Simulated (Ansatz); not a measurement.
# H11NOSi2: the cost of one run

All numbers below are computed with Ansatz 0.2.0 (UKS PBE0/STO-3G).

### 1 The structure to begin with

Bond lengths: Si1–H3 1.506 Å, Si1–H4 1.473 Å, Si1–Si5 2.303 Å, Si1–O7 2.065 Å, Si5–H10 1.468 Å, Si5–H11 1.469 Å, Si5–H12 1.469 Å, O7–H13 0.955 Å, N9–H14 1.008 Å, N9–H15 1.009 Å. Angles: H3–Si1–H4 96.4°, H3–Si1–Si5 102.5°, H3–Si1–O7 86.8°, H4–Si1–Si5 139.4°, H4–Si1–O7 108.0°, Si5–Si1–O7 108.6°, Si1–Si5–H10 114.7°, Si1–Si5–H11 109.5°, Si1–Si5–H12 113.8°, H10–Si5–H11 106.6°, H10–Si5–H12 106.4°, H11–Si5–H12 105.4°, Si1–O7–H13 108.8°, H14–N9–H15 110.8°.

Structure file:

```xyz
15

Si   -0.2525   -0.1399   -1.3295
H     0.3980   -1.1610    0.1048
H    -1.0641    0.6885   -2.2903
H    -0.7219   -1.4528   -1.8059
Si    1.7042    1.0642   -1.1647
H    -1.1931   -0.0208    1.2543
O    -1.5493    0.5042    0.1432
H     0.1532   -1.2023    1.0568
N    -0.5372   -0.7863    2.1328
H     2.0745    1.4473    0.2037
H     2.8175    0.2634   -1.6910
H     1.7067    2.3017   -1.9564
H    -2.4273    0.1886   -0.0611
H     0.0093   -0.2434    2.7831
H    -1.1179   -1.4516    2.6203
```

### 2 Run 1

150 steps of 0.5 fs at constant energy, with velocities drawn for 600 K.

Contents of input.yaml:

```yaml
crystal:
  periodic: [false, false, false]
  atoms:
    - { symbol: Si, position_ang: [-0.2525, -0.1399, -1.3295] }
    - { symbol: H, position_ang: [0.398, -1.161, 0.1048] }
    - { symbol: H, position_ang: [-1.0641, 0.6885, -2.2903] }
    - { symbol: H, position_ang: [-0.7219, -1.4528, -1.8059] }
    - { symbol: Si, position_ang: [1.7042, 1.0642, -1.1647] }
    - { symbol: H, position_ang: [-1.1931, -0.0208, 1.2543] }
    - { symbol: O, position_ang: [-1.5493, 0.5042, 0.1432] }
    - { symbol: H, position_ang: [0.1532, -1.2023, 1.0568] }
    - { symbol: "N", position_ang: [-0.5372, -0.7863, 2.1328] }
    - { symbol: H, position_ang: [2.0745, 1.4473, 0.2037] }
    - { symbol: H, position_ang: [2.8175, 0.2634, -1.691] }
    - { symbol: H, position_ang: [1.7067, 2.3017, -1.9564] }
    - { symbol: H, position_ang: [-2.4273, 0.1886, -0.0611] }
    - { symbol: H, position_ang: [0.0093, -0.2434, 2.7831] }
    - { symbol: H, position_ang: [-1.1179, -1.4516, 2.6203] }
magnetization:
  spin_polarized: true
basis:
  gaussian: { orbitals: STO-3G }
hamiltonian:
  xc: pbe0
md:
  timestep: 0.5
  n_steps: 150
  ensemble: nve
  temperature: 600.0
  initial_velocities: maxwell_boltzmann
  seed: 364958
```

The run is started by

```bash
ansatz run input.yaml --threads 1 --pin off --max-ram 2048MiB --backend cpu --events-out ev --progress --plain --runs-dir out
```

What time and memory should one allow on 1 thread of Arm Neoverse N1, shared host?

About 16 min, with a peak of 0.16 GiB.
